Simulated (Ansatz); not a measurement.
# CH7GaOSi: small, medium and large basis sets

Aim: see how fast density functionals converge with the basis set for CH7GaOSi.

Computed with Ansatz 0.2.0, Gaussian basis. Level: one geometry, several basis sets.

Levels to be run: PBE0-D4/def2-SVP; ωB97M-V/def2-SVP; PBE0-D4/def2-QZVPP; the functionals' def2-TZVPP values are taken from earlier runs.

1 further run of the same task is left out (it didn't finish).

## 1. Structure used throughout

All runs share one geometry, relaxed beforehand with PBE0-D4 in a triple-zeta def2 set.

SMILES `C[SiH](O)[GaH2]`, 11 atoms, charge 0, spin multiplicity 1.

Atoms are counted from 1 here; the program's logs count them from 0.

Bond lengths: C1–Si2 1.872 Å, C1–H5 1.094 Å, C1–H6 1.094 Å, C1–H7 1.092 Å, Si2–O3 1.664 Å, Si2–Ga4 2.424 Å, Si2–H8 1.498 Å, O3–H9 0.959 Å, Ga4–H10 1.578 Å, Ga4–H11 1.575 Å. Angles: Si2–C1–H5 110.2°, Si2–C1–H6 111.3°, Si2–C1–H7 111.3°, H5–C1–H6 107.5°, H5–C1–H7 108.0°, H6–C1–H7 108.4°, C1–Si2–O3 111.6°, C1–Si2–Ga4 114.1°, C1–Si2–H8 106.9°, O3–Si2–Ga4 102.4°, O3–Si2–H8 109.4°, Ga4–Si2–H8 112.4°, Si2–O3–H9 117.6°, Si2–Ga4–H10 121.2°, Si2–Ga4–H11 122.1°, H10–Ga4–H11 116.7°.

## 2. PBE0-D4 in def2-SVP

Input file in.yaml:

```yaml
crystal:
  periodic: [false, false, false]
  atoms:
    - {symbol: C, position_ang: [-0.839901, 1.394714, -0.046954]}
    - {symbol: Si, position_ang: [-0.259911, -0.326334, 0.405970]}
    - {symbol: O, position_ang: [0.735318, -0.306448, 1.739838]}
    - {symbol: Ga, position_ang: [1.140953, -1.372262, -1.273061]}
    - {symbol: H, position_ang: [-1.492847, 1.354094, -0.924313]}
    - {symbol: H, position_ang: [-1.410576, 1.849554, 0.768042]}
    - {symbol: H, position_ang: [0.003264, 2.047730, -0.283174]}
    - {symbol: H, position_ang: [-1.485669, -1.131652, 0.710290]}
    - {symbol: H, position_ang: [0.345026, -0.063508, 2.581051]}
    - {symbol: H, position_ang: [2.073051, -0.510937, -2.210533]}
    - {symbol: H, position_ang: [1.191291, -2.934940, -1.467155]}
basis:
  gaussian: {orbitals: def2-SVP}
hamiltonian: {xc: pbe0, dispersion: d4}
output: {orbitals: {seedname: orbitals}}
```

Command:

```bash
$ ansatz run in.yaml --threads 2 --pin off --events-out ev --progress --plain --max-ram 4352MiB
```

Further steps of the session: ωB97M-V in def2-SVP; PBE0-D4 in def2-QZVPP.

Q: Predict the results of all the runs planned. Wanted: PBE0-D4: double and triple zeta above quadruple.

The runs gave:

| quantity | value |
| --- | --- |
| PBE0-D4: double and triple zeta above quadruple | 15.15, 1.65 eV |

What this shows: PBE0-D4 gains 13.50 eV from double to triple zeta, then 1.65 eV more. Total energies overstate the basis error of differences, where much of it tends to cancel.
